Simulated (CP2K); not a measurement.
# Two attempts at BNH4O2 (SMILES NB(O)O)

Aim: energy and forces of BNH4O2 at PM6.

The calculation is run with CP2K 2026.2.

3 further runs of the same task are left out: 1 that didn't finish, 2 set aside as unsound or not needed.

### Step 1. The molecule

BNH4O2: 8 atoms, total charge 0, spin state singlet. SMILES: `NB(O)O`. Geometry: relaxed at GFN2-xTB. This is one conformer, not always the lowest.

Bond lengths: N1–B2 1.408 Å, B2–O3 1.362 Å, B2–O4 1.373 Å, N1–H5 1.002 Å, N1–H6 1.002 Å, O3–H7 0.956 Å, O4–H8 0.954 Å. Angles: N1–B2–O3 118.4°, N1–B2–O4 122.8°, O3–B2–O4 118.8°, B2–N1–H5 125.0°, B2–N1–H6 121.1°, B2–O3–H7 112.1°, B2–O4–H8 115.1°, H5–N1–H6 113.9°.

### Step 2. Try one

qs.inp reads:

```
&GLOBAL
   PROJECT_NAME qs
   RUN_TYPE ENERGY_FORCE
   PRINT_LEVEL MEDIUM
&END

&FORCE_EVAL
   METHOD QUICKSTEP
   &DFT
      &QS
         METHOD PM6
         EPS_DEFAULT 1.0E-10
         &SE
            &COULOMB
               CUTOFF [angstrom] 50
               RC_RANGE [angstrom] 0
            &END
            &EXCHANGE
               CUTOFF [angstrom] 50
               RC_RANGE [angstrom] 0
            &END
         &END
      &END
      &POISSON
         PERIODIC NONE
         POISSON_SOLVER ANALYTIC
      &END
      &SCF
         SCF_GUESS ATOMIC
         EPS_SCF 1.0E-06
         MAX_SCF 40
         &OT
            MINIMIZER CG
            PRECONDITIONER FULL_ALL
         &END
         &OUTER_SCF
            EPS_SCF 1.0E-06
            MAX_SCF 5
         &END
      &PRINT
         &MOMENTS
            PERIODIC F
            REFERENCE COM
            MAX_MOMENT 1
         &END
         &MO_CUBES
            NLUMO 1
            NHOMO -1
            WRITE_CUBE F
         &END
         &HIRSHFELD OFF
         &END
      &END
   &END
   &SUBSYS
      # box in angstrom
      &CELL
         ABC 11.7 11.4 9
         PERIODIC NONE
      &END
      &COORD
         N     -0.656950     0.944170     0.048270
         B      0.237890    -0.139290    -0.044480
         O      1.520890     0.110550    -0.428170
         O     -0.127200    -1.432050     0.238300
         H     -1.623250     0.871260     0.304680
         H     -0.363850     1.877580    -0.167170
         H      2.049510    -0.685800    -0.454320
         H     -1.037030    -1.546420     0.502900
      &END
      &TOPOLOGY
         &CENTER_COORDINATES
         &END
      &END
   &END
   # extra output
   &PRINT
      &FORCES ON
      &END
   &END
&END
```

Run with:

```console
OMP_NUM_THREADS=1 cp2k.psmp -i qs.inp > qs.out 2>&1
```

Standard output:

```text
Possible matches for unknown subsection

 MOMENTS

   subsection MOMENTS in section %__ROOT__%FORCE_EVAL%DFT%ENERGY_CORRECTION%PRINT score:  110
   subsection MOMENTS in section %__ROOT__%FORCE_EVAL%DFT%REAL_TIME_PROPAGATION%PRINT score:  110
   subsection MOMENTS in section %__ROOT__%FORCE_EVAL%DFT%PRINT score:  110
   subsection MOMENTS_FT in section %__ROOT__%FORCE_EVAL%DFT%REAL_TIME_PROPAGATION%PRINT score:  107
   enum SILENT in section %__ROOT__%GLOBAL%PRINT for keyword _SECTION_PARAMETERS_ score:  106

 *******************************************************************************
 *   ___                                                                       *
 *  /   \                                                                      *
 * [ABORT]                                                                     *
 *  \___/               unknown subsection MOMENTS of section PRINT            *
 *    |                                                                        *
 *  O/|                                                                        *
 * /| |                                                                        *
 * / \                                               input/input_parsing.F:192 *
 *******************************************************************************

 ===== Routine Calling Stack =====

            6 section_vals_parse
            5 section_vals_parse
            4 section_vals_parse
            3 section_vals_parse
            2 section_vals_parse
            1 read_input
```

Run time: 1.1 s. Hardware: 1 thread of Intel Xeon Platinum 8488C (Sapphire Rapids), shared host; peak memory 0.16 GiB.

### Step 3. Reading the log

The input was rejected.

The telling line is `\___/               unknown subsection MOMENTS of section PRINT`. What is wrong: a section of the input isn't closed.

### Step 4. Try two

job.inp reads:

```
&force_eval
   method Quickstep
   &dft
      charge 0
      multiplicity 1
      &qs
         method PM6
         eps_default 1.0E-10
         &se
            &coulomb
               cutoff [angstrom] 50
               rc_range [angstrom] 0
            &end
            &exchange
               cutoff [angstrom] 50
               rc_range [angstrom] 0
            &end
         &end
      &end
      &poisson
         periodic NONE
         poisson_solver ANALYTIC
      &end
      &scf
         scf_guess ATOMIC
         eps_scf 1.0E-06
         max_scf 40
         &ot ON
            minimizer CG
            preconditioner FULL_ALL
         &end
         &outer_scf
            eps_scf 1.0E-06
            max_scf 5
         &end
      &end
      &print
         &moments
            periodic F
            reference COM
            max_moment 1
         &end
         &mo_cubes
            nlumo 1
            nhomo -1
            write_cube F
         &end
         &hirshfeld OFF
         &end
      &end
   &end
   &subsys
      &cell
         abc [angstrom] 11.7 11.4 9
         periodic NONE
      &end
      &coord
         N     -0.656950     0.944170     0.048270
         B      0.237890    -0.139290    -0.044480
         O      1.520890     0.110550    -0.428170
         O     -0.127200    -1.432050     0.238300
         H     -1.623250     0.871260     0.304680
         H     -0.363850     1.877580    -0.167170
         H      2.049510    -0.685800    -0.454320
         H     -1.037030    -1.546420     0.502900
      &end
      &topology
         &center_coordinates
         &end
      &end
   &end
   &print
      &forces ON
      &end
   &end
&end

&global
   project_name job
   run_type ENERGY_FORCE
   print_level MEDIUM
&end
```

Run with:

```console
OMP_NUM_THREADS=1 cp2k.psmp -i job.inp > job.out 2>&1
```

Standard output:

```text
CP2K| version string:                                       CP2K version 2026.2
[...]
 GLOBAL| Method name                                                        CP2K
[...]
 GLOBAL| Run type                                                   ENERGY_FORCE
[...]
                             - Atoms:                                          8
[...]
                             - Spherical basis functions:                     20
[...]
 Number of electrons:                                                         24
[...]
     1 OT CG       0.15E+00    0.0     0.46213072       -27.4210201102 -2.74E+01
[...]
    37 OT CG       0.99E-01    0.0     0.00000099       -32.1946410465 -2.23E-11
  *** SCF run converged in    37 steps ***
  Core-core repulsion energy [eV]:                           1450.80442317877078
  Core Hamiltonian energy [eV]:                             -1475.33287857707342
  Two-electron integral energy [eV]:                        -1703.06456048555469
  Electronic energy [eV]:                                   -2326.86515881985088
  Total energy [eV]:                                         -876.06073564107987
  Atomic reference energy [eV]:                               868.71791884969230
  Heat of formation [kcal/mol]:                              -169.32939125460109
[...]
 SE_DIPOLE| Moment [Debye]          2.08978656      -0.31862971      -0.48662977
 SE_DIPOLE| Derivative [a.u.]       0.00000000       0.00000000       0.00000000
 *** WARNING in qs_scf_post_se.F:140 :: Printing of MO cube files not ***
 *** implemented for Semi-Empirical method.                           ***
 ENERGY| Total FORCE_EVAL ( QS ) energy [hartree]            -32.194641046539353
 FORCES| Atomic forces [hartree/bohr]
 FORCES|   Atom     x               y               z               |f|
 FORCES|      1 -1.49253260E-02  1.78108496E-02  1.48988248E-03   2.32854347E-02
 FORCES|      2 -1.25246619E-02  1.52098054E-02  1.14787826E-03   1.97363361E-02
 FORCES|      3  1.79919272E-02 -4.32596488E-03 -4.21464224E-03   1.89785833E-02
 FORCES|      4 -6.64350625E-03 -1.75689911E-02  4.24311658E-03   1.92564187E-02
 FORCES|      5  5.78384686E-03 -2.37097338E-03 -1.13490582E-03   6.35314178E-03
 FORCES|      6  1.41173877E-03 -2.81896543E-03  8.07683463E-06   3.15271910E-03
 FORCES|      7  6.56397433E-03  3.86931195E-05 -1.78482028E-03   6.80241424E-03
 FORCES|      8  2.34200705E-03 -5.97445329E-03  2.45414196E-04   6.42178458E-03
 FORCES| Sum    -1.87350135E-16 -5.89805982E-16 -2.86229374E-16
 FORCES| Total atomic force                                       6.81834601E-16
[...]
```

It took 1.4 s on 1 thread of Intel Xeon Platinum 8488C (Sapphire Rapids), shared host; peak memory 0.19 GiB.

### Step 5. Outcome

Level: PM6.

| quantity | value |
| --- | --- |
| total energy | -32.19464 Eh |
| dipole moment | 2.17 D |
| heat of formation at this unrelaxed shape | -169.3 kcal/mol |
| largest force on an atom | 1.197 eV/Å |

The largest force is 1.20 eV/Å: the shape isn't a stationary point for this species at this level.
